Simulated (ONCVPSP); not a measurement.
**An ONCV potential for Pt, from input to tests**

Do these settings give a usable potential? It is generated, then checked for transferability, scattering, ghosts and hardness.

Program: ONCVPSP 4.0.1. Reference atom: PBE, scalar-relativistic, spherical and spin-unpolarised. All values are calculated.

### 1 The atom and the settings

The settings as typed:

```
element                 : platinum (Pt, Z = 78)
type                    : optimised norm-conserving Vanderbilt (ONCV)
frozen core             : [Xe] 4f14
valence charge          : 10
reference configuration : 5d9 6s1
partial waves           : 6s: rc 2.30 bohr, ncon 4, nbas 9, qcut 2.3 1/bohr, 2 projectors, debl 1.8 Ha; p scattering state at 0.05 Ha: rc 2.40 bohr, ncon 4, nbas 8, qcut 3 1/bohr, 2 projectors, debl 1.9 Ha; 5d: rc 1.95 bohr, ncon 3, nbas 8, qcut 8.1 1/bohr, local
local potential         : the d channel
core correction         : Teter function fitted to the true core (icmod 2), fcfact 0.55
```

An earlier all-electron run gives the scale for the radii.

All-electron outer shells of the reference configuration (PBE, scalar-relativistic, ld1.x):

```csv
shell,level (eV),outermost node (bohr),outermost maximum (bohr)
5p,-56.02,0.53,0.98
5d,-6.14,0.57,1.26
6s,-5.66,1.14,2.38
6p,-0.84,1.36,3.69
```

### 2 The generation run

The input, Pt.dat:

```
# ATOM AND REFERENCE CONFIGURATION
# atsym  z   nc   nv     iexc    psfile
  Pt 78.00   12    2        4      upf
#
#   n    l    f
    1    0    2.00
    2    0    2.00
    2    1    6.00
    3    0    2.00
    3    1    6.00
    3    2   10.00
    4    0    2.00
    4    1    6.00
    4    2   10.00
    4    3   14.00
    5    0    2.00
    5    1    6.00
    5    2    9.00
    6    0    1.00
#
# PSEUDOPOTENTIAL AND OPTIMIZATION
# lmax
    2
#
#   l,   rc,      ep,       ncon, nbas, qcut
    0    2.30    0.00    4    9    2.30
    1    2.40    0.05    4    8    3.00
    2    1.95    0.00    3    8    8.10
#
# LOCAL POTENTIAL
# lloc, lpopt,  rc(5),   dvloc0
    2    5    1.95    0.00
#
# VANDERBILT-KLEINMAN-BYLANDER PROJECTORs
# l, nproj, debl
    0    2    1.80
    1    2    1.90
    2    0    0.90
#
# MODEL CORE CHARGE
# icmod, fcfact, rcfact
    2    0.55    1.15
#
# LOG DERIVATIVE ANALYSIS
# epsh1, epsh2, depsh
   -2.00    5.00    0.02
#
# OUTPUT GRID
# rlmax, drl
    6.00    0.01
#
# TEST CONFIGURATIONS
# ncnf
    4
# nvcnf
#   n    l    f
    2
    5    2    9.00
    6    0    0.00
#
    2
    5    2    8.00
    6    0    0.00
#
    2
    5    2    7.00
    6    0    0.00
#
    2
    5    2   10.00
    6    0    0.00
#
```

On the command line:

```sh
oncvpsp.x < Pt.dat > Pt.out
```

Before running it: what results should come out? Wanted: cutoffs for 1 and 0.1 mHa per electron, occupied waves; bound ghosts; GHOST(+) flags; largest test error; largest phase difference near zero energy, channels read; rms error of d²Exc/dn², without and with the model core.

As calculated:

```
                                                quantity                                    value
  cutoffs for 1 and 0.1 mHa per electron, occupied waves                          19 Ha and 41 Ha
                                            bound ghosts                            s at -6.49 eV
                                          GHOST(+) flags                               p at 45 eV
                            largest test error (AE − PS)  -130 meV, for 5d7 6s0 (1 test unsolved)
largest phase difference near zero energy, channels read                                3.138 rad
 rms error of d²Exc/dn², without and with the model core                        4.37 and 0.67 mHa
```

**Reading.** A bound ghost (s) makes it unfit for use: electrons can fall into a state that the atom doesn't have. The worst unpolarised test, 5d7 6s0, is off by 130 meV on 61.4 eV; by total energies transferability rates as fair for so large an energy. That test lies far up in energy; among those under 40 eV, nearer to bonding, the largest error is 12 meV. Of the tests 1 gave no usable energy difference, which is a warning in itself. It counts as of middling hardness, with 19 Ha needed at the looser tolerance. At the looser tolerance the 5d wave is the slowest; 6s needs 14 Ha. Near zero energy the largest phase difference among the channels read is 3.14 rad, in the s channel. A step near π is an extra or missing state, not a misfit of shape. The pseudo curves have a pole with no partner nearby in the atom's: s at -0.24 Ha. The program also flags highly localised states, GHOST(+) (p). These are tests on the free atom; a crystal test is still owed.
